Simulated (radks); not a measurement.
# The Coulomb parameter U of the 4d shell of Ru²⁺

One table from this session's results is given with a row withheld; the runs are named, their logs left out.

The numbers are computed with radks (a radial shooting solver on a logarithmic mesh, Libxc functionals) version 1 (scalar-relativistic Kohn-Sham, SCAN, spin-unpolarised, spherical densities, finite nucleus), except any that are marked as measured or tabulated.

### What is computed

```
element            : ruthenium (Z = 44)
charge             : +2
electrons          : 42
configuration      : [Kr] 4d5 5p1
nuclear rms radius : 4.4809 fm
```

The outer shells:

Ru²⁺
```
[Kr] core
4d [↑ ][↑ ][↑ ][↑ ][↑ ]
5p [↑ ][  ][  ]
```

The first run:

Settings of this run:

```text
Z 44
configuration [Kr] 4d5 5p1
relativity scalar-relativistic
functional scan,scan
spin unpolarised
nucleus finite rms 4.4809 fm
c 137.035999084
```

Among the steps run: Start: [Kr] 4d5 5p1.

One table of the session follows, with a row left open; its other results are not shown here.

It belongs to the step «Start: [Kr] 4d5 5p1». Radial moments (bohr):

| level | <r> | outermost maximum (interpolated) | 90 % within | nodes |
| --- | --- | --- | --- | --- |
| 2p | 0.1270 | 0.0983 | 0.207 | 0 |
| 3s | 0.4016 | 0.361 | 0.592 | 2 |
| 3p | ? | ? | ? | ? |
| 3d | 0.3840 | 0.302 | 0.611 | 0 |
| 4s | 1.014 | 0.915 | 1.47 | 3 |
| 4p | 1.111 | 0.979 | 1.64 | 2 |
| 4d | 1.459 | 1.17 | 2.27 | 1 |
| 5p | 3.203 | 2.84 | 4.64 | 3 |

Q: Estimate the row for 3p from the others.

**Answer.** <r>: 0.4023; outermost maximum (interpolated): 0.355; 90 % within: 0.606; nodes: 1. In the column «<r>» it lies between 3s (0.4016) and 4s (1.014).
